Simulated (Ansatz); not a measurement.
Run this with the Python package of Ansatz (0.2.0) and show what comes out.

`scan.py`:
```python
"""Potential curve of CH5ClSSi along one bond."""

import ansatz as az
import numpy as np

GEOMETRY = """
S    -0.90960    1.98920   -0.39880
Si    0.29760    0.53210    0.48190
C    -0.26690   -1.12590   -0.10970
Cl    0.91250   -2.36510    0.57850
H    -0.45330    1.93650   -1.66700
H     0.18740    0.68820    1.95620
H     1.72000    0.84660    0.06900
H    -0.15000   -1.20010   -1.19150
H    -1.24930   -1.34770    0.26430
"""

ch5clssi = az.Crystal.molecule()
for line in GEOMETRY.strip().splitlines():
    symbol, *xyz = line.split()
    ch5clssi = ch5clssi.atom(symbol, [float(v) for v in xyz])

symbols = [site.symbol for site in ch5clssi.cartesian_sites]
start = np.array([site.position_ang for site in ch5clssi.cartesian_sites])
axis = (start[0] - start[1]) / np.linalg.norm(start[0] - start[1])
moving = [0, 4]
lengths, energies = [1.77, 1.92, 2.09, 2.3, 2.61, 3.13, 3.76, 4.59], []
for length in lengths:
    xyz = start.copy()
    xyz[moving] += (length - np.linalg.norm(start[0] - start[1])) * axis
    point = az.Crystal.molecule()
    for symbol, place in zip(symbols, xyz):
        point = point.atom(symbol, place.tolist())
    job = (
        point.calculation()
        .basis(gaussian="6-31G*")
        .functional("r2scan")
        .spin("collinear")
    )
    data = job.run(threads=1, backend="cpu").report
    energies.append(data["free_energy_ev"])
    print(f"r = {length:6.3f} A  E = {energies[-1]:.5f} eV  <S^2> = {abs(data['mean_field']['state']['spin_squared']):.3f}")

print("energy above the lowest point (eV):", [round(e - min(energies), 3) for e in energies])
```

```console
$ python scan.py
r =  1.770 A  E = -32348.27242 eV  <S^2> = 0.000
r =  1.920 A  E = -32349.73220 eV  <S^2> = 0.000
r =  2.090 A  E = -32350.30648 eV  <S^2> = 0.000
r =  2.300 A  E = -32350.22359 eV  <S^2> = 0.000
r =  2.610 A  E = -32349.50273 eV  <S^2> = 0.000
r =  3.130 A  E = -32348.14659 eV  <S^2> = 0.000
r =  3.760 A  E = -32347.13194 eV  <S^2> = 0.561
r =  4.590 A  E = -32346.74503 eV  <S^2> = 0.873
energy above the lowest point (eV): [2.034, 0.574, 0.0, 0.083, 0.804, 2.16, 3.175, 3.561]
```

Notes:
- Total energies depend on the basis set; only differences at equal settings carry meaning.
- The rest of the molecule is held rigid at a force-field or estimated start geometry, and the basis set is modest; single-reference methods fail as a bond breaks.
- The expectation value of S² is noticeably off S(S+1) in at least one run, so that state is spin-contaminated.
- Finished in 2.6 min on 1 thread of Arm Neoverse V1 (shared host), peak memory 0.3 GiB.
